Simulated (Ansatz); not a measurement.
# K2AlRu4: the cost of one run

Method: DFT PBE, scalar-relativistic, plane waves, PAW, unless a step names another level, in Ansatz 0.2.0.

8 further runs of the same task are left out: 4 that didn't finish, 4 set aside as unsound or not needed.

**1. The structure to begin with**

The structure is tetragonal, space group P4mm (No. 99). Conventional cell: a = 4.568 Å, b = 4.568 Å, c = 7.597 Å, α = 90.00°, β = 90.00°, γ = 90.00°. K (site symmetry 2mm) has 4 K at 3.23 Å and 2 Al at 3.43 Å and 3 Ru at 3.45 to 3.51 Å as nearest neighbours. Al (site symmetry 4mm) has 5 Ru at 2.44 to 2.74 Å as nearest neighbours. Ru (site symmetry 2mm) has 4 Ru at 2.46 to 2.49 Å and 2 Al at 2.74 Å as nearest neighbours. Around Ru (site symmetry 4mm) lie 1 Al at 2.44 Å and 4 Ru at 2.46 Å. Ru (site symmetry 4mm) has 4 Ru at 2.49 Å as nearest neighbours.

Structure file:

```xyz
7
Lattice="4.5675 0.0000 0.0000 0.0000 4.5675 0.0000 0.0000 0.0000 7.5968" Properties=species:S:1:pos:R:3 pbc="T T T"
K     2.2838    0.0000    2.0029
K     0.0000    2.2838    2.0029
Al    2.2838    2.2838    7.0350
Ru    2.2838    0.0000    5.5154
Ru    0.0000    2.2838    5.5154
Ru    2.2838    2.2838    4.5921
Ru    0.0000    0.0000    6.5082
```

It came out lowest among 22 distinct ends of the trial cells. At a tolerance of 0.05 Å it has space group P4mm (No. 99).

**2. A stricter relaxation, on the response runs' mesh and smearing**

input.yaml reads:

```yaml
crystal:
  lattice:
    - [4.5675135072, 0.0, 0.0]
    - [0.0, 4.5675135072, 0.0]
    - [0.0, 0.0, 7.596769147]
  atoms:
    - { symbol: K, position: [0.5, 0.0, 0.2636502069] }
    - { symbol: K, position: [0.0, 0.5, 0.2636502069] }
    - { symbol: Al, position: [0.5, 0.5, 0.9260523491] }
    - { symbol: Ru, position: [0.5, 0.0, 0.7260134649] }
    - { symbol: Ru, position: [0.0, 0.5, 0.7260134649] }
    - { symbol: Ru, position: [0.5, 0.5, 0.6044862431] }
    - { symbol: Ru, position: [0.0, 0.0, 0.8567049938] }
basis:
  ecutwfc: 420
kpoints:
  mp_grid: { grid: [8, 8, 4] }
hamiltonian:
  xc: pbe
scf:
  occupations: { method: gaussian, width: 0.1 }
output:
  forces: true
  stress: true
  eigenvalues: true
relax:
  adjacent_minimum: "off"
  f_tol: 0.001
  max_steps: 60
  cell: { stress_tol: 0.01 }
```

Run with:

```sh
> ansatz run input.yaml --threads 3 --pin off --max-ram 7680MiB --backend cpu --events-out ev --progress --plain --runs-dir out
```

What time and memory should one allow on 3 threads of Arm Neoverse V1, shared host?

About 68 s, with a peak of 0.59 GiB.
